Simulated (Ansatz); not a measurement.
From input file to script: YZnSi, space group P-6m2 in Ansatz 0.2.0.

```yaml
crystal:
  lattice:
    - [4.08180305, 0.0, 0.0]
    - [-2.04090152, 3.53494513, 0.0]
    - [0.0, 0.0, 4.07150644]
  atoms:
    - { symbol: "Y", position: [0.0, 0.0, 0.0] }
    - { symbol: Zn, position: [0.3333333333333, 0.6666666666667, 0.5] }
    - { symbol: Si, position: [0.6666666666667, 0.3333333333333, 0.5] }
basis:
  ecutwfc: 517.0163386738
kpoints:
  mp_grid: { grid: [7, 7, 6] }
hamiltonian:
  xc: r2scan
  dispersion: d3bjatm
scf:
  max_iter: 70
  occupations: { method: fermi_dirac }
output:
  write_density: true
  write_potential: true
  volumetric_format: npy
  elf: true
```

Launched from the shell:
```console
$ ansatz run input.yaml --threads 1 --pin off --max-ram 3072MiB --backend cpu --events-out ev --progress --plain --runs-dir out
Engine: ansatz 0.2.0, aarch64-unknown-linux-gnu
Pseudopotentials: kind: paw
Pseudopotential: Y, paw, valence charge 11, recommended cutoff 500 eV (meta_gga), Y.paw.azcp
Pseudopotential: Zn, paw, valence charge 12, recommended cutoff 500 eV (meta_gga), Zn.paw.azcp
Pseudopotential: Si, paw, valence charge 4, recommended cutoff 500 eV (meta_gga), Si.paw.azcp
Functional definition: r2SCAN
  parameter k0 = 0.174
  parameter k1 = 0.065
  parameter a1 = 4.9479
  exchange = r2scan_x(k0 = k0, k1 = k1, a1 = a1)
  correlation = r2scan_c
Crystal: 3 atoms, lattice volume = 58.748 Å³
Basis set: ecut = 517.0163386738 eV, 1545 PW (Γ), exchange–correlation on 128×128×128 points (64 copies of the dense FFT grid, shifted against one another)
Bands: 18, of which v1, the nominal top of the filled ones, is band 14 counted from 1 (13 counted from 0)
Symmetry: 12 space group operations
Space group: P-6m2 (ITA 187), of the structure as read, at distance tolerance 3.9e-5 Å
k-points: 32 of 294 (time reversal used)
Non-local potential: Y, projectors of the file, l = 0: 3, l = 1: 2, l = 2: 2, l = 3: 1
Non-local potential: Zn, projectors of the file, l = 0: 2, l = 1: 2, l = 2: 3, l = 3: 1
Non-local potential: Si, projectors of the file, l = 0: 2, l = 1: 2, l = 2: 2
PAW form: soft (Blöchl's): semilocal exchange-correlation on the pseudo side does not see the compensation charge
PAW frozen core: Y, regenerated for the run's functional (the file was generated under x = pbe(κ = 0.804, μ = 0.2195149727645171), c = pbe(β = 0.06672455060314922))
PAW frozen core: Zn, regenerated for the run's functional (the file was generated under x = pbe(κ = 0.804, μ = 0.2195149727645171), c = pbe(β = 0.06672455060314922))
PAW frozen core: Si, regenerated for the run's functional (the file was generated under x = pbe(κ = 0.804, μ = 0.2195149727645171), c = pbe(β = 0.06672455060314922))
PAW one-centre angular grid: Y, 590 points (default); XC on 160 Gauss nodes
PAW one-centre angular grid: Zn, 590 points (default); XC on 261 of its mesh's 2673 points in the sphere
PAW one-centre angular grid: Si, 302 points (default); XC on 160 Gauss nodes
Initial density: superposition of atomic densities (neutral atoms: chi_scale 0, normalization atom), corrected by the library's trained network
Initial wavefunctions: pseudopotential atomic-orbital guess
Functional: x = r2scan, c = r2scan; τ floored in thin density (d = 2e-4 eV/Å³)
SCF iter   1: F=—  HF=-7827.135903 eV  |F-HF|=—  |Δ(HF+E_count)|=         —  Δρ=1.30e-2  dr2=1.08e-1  dr2_τ=1.13e-2  ethr=1.77e-3  ⟨swp⟩=5.1  Hψ=2954  notcnv=0
preconditioner: auto → Kerker (q_TF=auto, 2.397 Å⁻¹)  [metal: Δε(μ)=0.094 eV  Ē_g=13.575 eV  σ=0.100 eV  W_gap=0.22  n_scr=20 (ndim 8)  ℏωp=24.2 eV  f_vac=0.000  D(μ)=1.15/eV (n_scr^D=8)]
SCF iter   2: F=—  HF=-7827.158359 eV  |F-HF|=—  |Δ(HF+E_count)|=   2.25e-2  Δρ=4.92e-3  dr2=2.25e-2  dr2_τ=4.58e-4  ethr=3.99e-4  ⟨swp⟩=2.0  Hψ=1270  notcnv=0
SCF iter   3: F=—  HF=-7827.152716 eV  |F-HF|=—  |Δ(HF+E_count)|=   5.64e-3  Δρ=3.64e-3  dr2=1.60e-2  dr2_τ=1.26e-4  ethr=8.32e-5  ⟨swp⟩=2.0  Hψ=943  notcnv=0
SCF iter   4: F=—  HF=-7827.149724 eV  |F-HF|=—  |Δ(HF+E_count)|=   2.99e-3  Δρ=1.09e-3  dr2=6.61e-4  dr2_τ=2.19e-5  ethr=5.91e-5  ⟨swp⟩=2.8  Hψ=991  notcnv=0
SCF iter   5: F=—  HF=-7827.150002 eV  |F-HF|=—  |Δ(HF+E_count)|=   2.78e-4  Δρ=3.67e-4  dr2=1.51e-4  dr2_τ=7.84e-7  ethr=2.45e-6  ⟨swp⟩=2.5  Hψ=1181  notcnv=0
SCF iter   6: F=—  HF=-7827.150024 eV  |F-HF|=—  |Δ(HF+E_count)|=   2.18e-5  Δρ=1.07e-4  dr2=8.28e-6  dr2_τ=7.86e-8  ethr=5.61e-7  ⟨swp⟩=2.2  Hψ=891  notcnv=0
SCF iter   7: F=—  HF=-7827.150034 eV  |F-HF|=—  |Δ(HF+E_count)|=   1.01e-5  Δρ=2.66e-5  dr2=7.34e-7  dr2_τ=1.25e-8  ethr=3.06e-8  ⟨swp⟩=2.0  Hψ=893  notcnv=0
SCF iter   8: F=-7827.150035 eV  HF=-7827.150035 eV  |F-HF|=1.35e-9  |Δ(HF+E_count)|=   6.70e-7  Δρ=1.14e-5  dr2=7.98e-8  dr2_τ=8.38e-10  ethr=3.70e-10  ⟨swp⟩=1.9  Hψ=1955  notcnv=0
SCF 1 converged in 8 iterations: F = -7827.150035 eV  dr2 = 7.98e-8
  greatest PAW one-centre occupation: 0.996 electrons in one spin orbital (limit 2), on the Y atom at site 0 (counted from 0), in its partial waves of l = 0
SCF converged after 8 iterations
Free energy (F): -7827.150035 eV
Harris-Foulkes:  -7827.150035 eV  (|F-HF|=1.35e-9)
Internal energy: -7827.112563 eV  (E = F + TS)
E sigma→0 (E₀):  -7827.131299 eV
Entropy (-TS):   -0.037472 eV (-12.491 meV/atom)
Fermi energy:    10.457754 eV
--- Per-component energies (eV) ---
  E_band       = -60.406914
  E_kinetic    = 477.147908
  E_local      = -2391.188424  (includes V_loc(G=0)·N_el)
  E_nonlocal   = 683.417137
  E_hartree    = 965.596379
  E_xc         = -346.752623
  E_vxc        = -330.298745  (∫ρ·V_xc dr)
  E_paw        = -5202.781789  (= ΣΔE_a)
  E_vpaw       = -448.155756  (= ΣTr[D̂ρ^β])
  E_aug_tail   = 0.000009  (compensation charges beyond the density's cutoff)
  E_vtau       = 17.469850  (kinetic-family band-sum trace: ∫τ·v_τ [+ j·A + Jᵃ·Aᵃ] dr)
  E_ewald      = -2011.663093
  E_disp       = -0.475062  (pairwise vdW)
  E_core_change = -0.413005  (= ΣΔE_core)
  E_smearing   = -0.037472  (= −TS)
  E_closure    = 0.000000  (closes the sum)
  Σ components = -7827.150035   (vs F -7827.150035, Δ=0.00e0)
--- Band table (eV; the first three rows and the last of 32) ---
  k-point 0: bands = ["-33.6519", "-13.0170", "-12.9108", "-12.9108", "-0.2529", "2.4323", "2.4323", "2.7812", "2.7818", "2.7818", "9.4785", "9.4785", "9.7357", "10.2741", "12.5379", "13.7819", "13.7819", "14.2314"]
  k-point 1: bands = ["-33.6507", "-13.0496", "-12.9080", "-12.9080", "-0.0455", "2.4247", "2.4247", "2.7756", "2.7756", "2.8354", "8.0794", "9.7054", "9.7054", "11.5990", "12.5049", "12.5049", "12.8511", "14.8491"]
  k-point 2: bands = ["-33.6481", "-13.1138", "-12.9024", "-12.9024", "0.4236", "2.4109", "2.4109", "2.7615", "2.7615", "3.0051", "6.3431", "10.3257", "10.3257", "11.6268", "11.6268", "13.0263", "13.3346", "13.3346"]
  k-point 31: bands = ["-33.6374", "-13.0994", "-13.0106", "-12.9750", "1.6016", "2.5926", "2.6821", "2.7069", "2.7292", "3.5912", "4.9166", "7.3532", "8.2040", "9.4954", "14.1305", "14.3912", "14.9180", "15.2577"]
```

Script `scf.py`:
```python
'''Self-consistent field of YZnSi at the given structure.'''

from collections import Counter
from pathlib import Path
import warnings

import ansatz as az
import numpy as np
from pymatgen.core import Structure
from pymatgen.core import Lattice, Structure
from pymatgen.io.ase import AseAtomsAdaptor
from pymatgen.symmetry.analyzer import SpacegroupAnalyzer

DISPERSION = 'd3bjatm'
KGRID = (7, 7, 6)
SMEARING = 'fermi_dirac'
MAX_ITERATIONS = 70

pmg_structure = Structure(
    Lattice([[4.08180305, 0.0, 0.0], [-2.04090152, 3.53494513, 0.0], [0.0, 0.0, 4.07150644]]),
    ['Y', 'Zn', 'Si'],
    [
        [0.0, 0.0, 0.0],
        [1 / 3, 2 / 3, 0.5],
        [2 / 3, 1 / 3, 0.5],
    ],
)
cell = az.Crystal.from_ase(AseAtomsAdaptor.get_atoms(pmg_structure))

# the calculation
model = (
    cell.calculation()
    .functional(az.Functional.R2SCAN, dispersion=DISPERSION)
    .basis(19 * az.Ha)
    .kpoints(*KGRID)
    .occupations(SMEARING)
    .scf(max_iterations=MAX_ITERATIONS)
    .density()
    .potential()
    .electron_localization_function()
    .output_files(volumetric_format='npy')
)
with warnings.catch_warnings(record=True) as caught:
    warnings.simplefilter('always')
    out = model.run(threads=1, backend='cpu')
print('warnings raised:', sorted(w.category.__name__ for w in caught) or 'none')
report = out.report

n_atoms = len(report['lattice']['sites'])
print('F =', round(report['free_energy_ev'], 4), 'eV for', n_atoms, 'atoms')
print('E(sigma -> 0) =', round(report['energy_sigma0_ev'], 4), 'eV, TS =', round(report['entropy_ts_ev'], 5), 'eV')
print('closed by', report['closed_by'], 'after', report['n_iterations'], 'iterations')

folder = Path(out.write_results('fields'))
print('densities in e/A^3, potentials in eV, ELF without unit')
for name in sorted(p.name for p in folder.glob('*.npy')):
    field = np.load(folder / name)
    print(f'{name:16s} {str(field.shape):16s} min {field.min():10.4f}  mean {field.mean():10.4f}  max {field.max():10.4f}')

final = Structure(out.lattice.cell_ang, [s.symbol for s in out.lattice.sites], [s.position_frac for s in out.lattice.sites])
# first shell of each atom, within 15 % of its shortest distance
shortest = {}
for site, neighbours in zip(final, final.get_all_neighbors(5.0)):
    for other in neighbours:
        pair = '-'.join(sorted((site.specie.symbol, other.specie.symbol)))
        shortest[pair] = min(shortest.get(pair, 9e9), other.nn_distance)
for pair, distance in sorted(shortest.items(), key=lambda item: item[1]):
    print(f'shortest {pair:6s} {distance:.4f} A')

lines = ['| quantity | value |', '|---|---|']
lines.append(f'| free energy per atom | {report["free_energy_ev"] / len(out.lattice.sites):.4f} eV |')
lines.append(f'| Fermi level | {report["fermi_energy_ev"]:.3f} eV |')
lines.append(f'| volume per atom | {report["setup"]["cell_volume_ang3"] / len(out.lattice.sites):.3f} A^3 |')
lines.append(f'| valence electrons | {report["n_electrons"]:g} |')
Path('summary.md').write_text('\n'.join(lines) + '\n')

print('doubts on the final state:', report['published_state_doubts'] or 'none')
print('warnings:', sorted({n['data']['kind'] for n in out.notices if n['data'].get('severity') in ('warning', 'doubt')}) or 'none')

analyser = SpacegroupAnalyzer(final, symprec=0.01)
standard = analyser.get_conventional_standard_structure()
print(analyser.get_crystal_system(), analyser.get_space_group_symbol(), len(standard), 'atoms in the conventional cell')
print('a b c (A):', [round(x, 4) for x in standard.lattice.abc], ' angles:', [round(x, 2) for x in standard.lattice.angles])
print(f'mass density {float(final.density):.3f} g/cm^3')
```

```console
$ python scf.py
warnings raised: none
F = -7827.15 eV for 3 atoms
E(sigma -> 0) = -7827.1313 eV, TS = 0.03747 eV
closed by deck_thresholds after 8 iterations
densities in e/A^3, potentials in eV, ELF without unit
elf.npy          (32, 32, 32)     min     0.0000  mean     0.3796  max     0.8610
rho.npy          (32, 32, 32)     min     0.0405  mean     0.4596  max    43.0727
v_es.npy         (32, 32, 32)     min   -59.6915  mean     3.7211  max    13.9828
v_tot.npy        (32, 32, 32)     min   -81.8341  mean    -7.4683  max     6.5101
shortest Si-Zn  2.3566 A
shortest Y-Zn   3.1142 A
shortest Si-Y   3.1142 A
shortest Y-Y    4.0715 A
shortest Zn-Zn  4.0715 A
shortest Si-Si  4.0715 A
doubts on the final state: none
warnings: none
hexagonal P-6m2 3 atoms in the conventional cell
a b c (A): [4.0818, 4.0818, 4.0715]  angles: [90.0, 90.0, 120.0]
mass density 5.156 g/cm^3
```

Caveats:
- Absolute energies stand on the zero of these potentials, so only differences at equal settings mean something.
- Dispersion corrections can be off by several per cent in the lattices of metals, and by several GPa in the pressure at a fixed cell.
- The mesh is modest for a metal, so energies can be off by several to tens of meV an atom and pressures by half a GPa or more; differences at equal mesh fare better.
- Grid values close to the nuclei reflect the PAW or pseudopotential construction, not the all-electron fields.
- The structure comes from a database of computed cells and needn't be a stable or known phase.
- It ran for 11 s on 1 thread of Arm Neoverse V2, on a shared host, peak memory 0.58 GiB.

(Lines on the test bed's own set-up are left out of the output.)
